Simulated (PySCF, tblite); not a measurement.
**C₃H₁₁NOSi₃: geometry, infrared bands and NMR shifts**

What infrared bands and NMR shifts should C₃H₁₁NOSi₃ (`N#CCCO[SiH]([SiH3])[SiH3]`) show?

Computed with tblite 0.8.0 and PySCF 2.14.0, with density-fitted response routines of our own, on a single molecule in the gas phase. Atoms are numbered from 0 throughout.

**1. The molecule as given**

19 atoms, charge 0, multiplicity 1; geometry from: force field or distance geometry start.

Bonds of the start (Å): N0–C1 1.17, C1–C2 1.47, C2–C3 1.52, C3–O4 1.41, O4–Si5 1.72, Si5–Si6 2.23, Si5–Si7 2.23, C2–H8 1.13, C2–H9 1.11, C3–H10 1.11, C3–H11 1.10, Si5–H12 1.47, Si6–H13 1.48, Si6–H14 1.48, Si6–H15 1.48, Si7–H16 1.48, Si7–H17 1.48, Si7–H18 1.46.

**2. Relaxing the molecule with GFN2-xTB**

What the job is given:

```
{"job": {"kind": "relax", "xc": "GFN2-xTB", "basis": "xTB"}, "charge": 0, "multiplicity": 1}
N      4.507300     1.591800     0.208900
C      3.747200     0.710800     0.150700
C      2.813000    -0.419200     0.124400
C      1.424300     0.165200    -0.098700
O      0.415800    -0.814100    -0.139900
Si    -1.040000     0.065700    -0.398600
Si    -1.897700     0.752400     1.546200
Si    -2.612800    -1.181300    -1.360200
H      3.140800    -1.050100    -0.753100
H      2.883100    -1.034000     1.050900
H      1.212900     0.907200     0.698300
H      1.428900     0.693200    -1.059100
H     -0.667400     1.208800    -1.252800
H     -1.127500     1.863600     2.147000
H     -1.943900    -0.395800     2.476400
H     -3.289900     1.176100     1.251600
H     -3.662400    -0.230900    -1.800000
H     -3.253200    -2.033300    -0.330200
H     -2.088200    -1.967100    -2.469300
```

The run is started by

```sh
$ OMP_NUM_THREADS=1 python probes_run.py task.json out
```

One launch serves the whole session: the jobs run in the order shown.

**Question.** This job is followed by: GFN2-xTB harmonic vibrations, gas phase; GIAO PBE0/pcSseg-1 NMR shielding, non-relativistic, gas phase. Predict these results of the whole session: strongest single infrared mode (GFN2-xTB); zero-point energy (GFN2-xTB); ¹³C shifts against TMS (PBE0/pcSseg-1); ¹H shifts against TMS (PBE0/pcSseg-1, means over atoms taken as alike); ¹⁵N shifts against NH3 (PBE0/pcSseg-1); ¹⁷O shifts against H2O (PBE0/pcSseg-1); ²⁹Si shifts against TMS (PBE0/pcSseg-1, means over atoms taken as alike).

The runs gave:

```
                                                                quantity                       value
                               strongest single infrared mode (GFN2-xTB)        779 cm⁻¹, 705 km/mol
                                            zero-point energy (GFN2-xTB)               77.5 kcal/mol
                                  ¹³C shifts against TMS (PBE0/pcSseg-1)       120.6, 67.7, 21.4 ppm
  ¹H shifts against TMS (PBE0/pcSseg-1, means over atoms taken as alike)  5.92, 3.73, 3.56, 2.54 ppm
                                  ¹⁵N shifts against NH3 (PBE0/pcSseg-1)                   303.1 ppm
                                  ¹⁷O shifts against H2O (PBE0/pcSseg-1)                    15.9 ppm
²⁹Si shifts against TMS (PBE0/pcSseg-1, means over atoms taken as alike)            -7.3, -118.2 ppm
```

In words: The optimisation took 169 steps and gained 0.786 eV; among the close pairs (by a distance rule), Si5–Si6 changed most, from 2.234 to 2.326 Å. No mode is imaginary among the 51: a minimum at this level. The strongest single mode, at 779 cm⁻¹, is spread over several atoms, H14, H15, H17, H16 among them. GFN2-xTB is a fitted tight-binding method: band positions and strengths are rough. Its intensities can rank the bands wrongly. C1 (nitrile carbon) lies farthest downfield among carbon, at 120.6 ppm; typical of a nitrile. At PBE0/pcSseg-1: The largest span, 512 ppm, is at N0, where the paramagnetic term is -374 ppm.
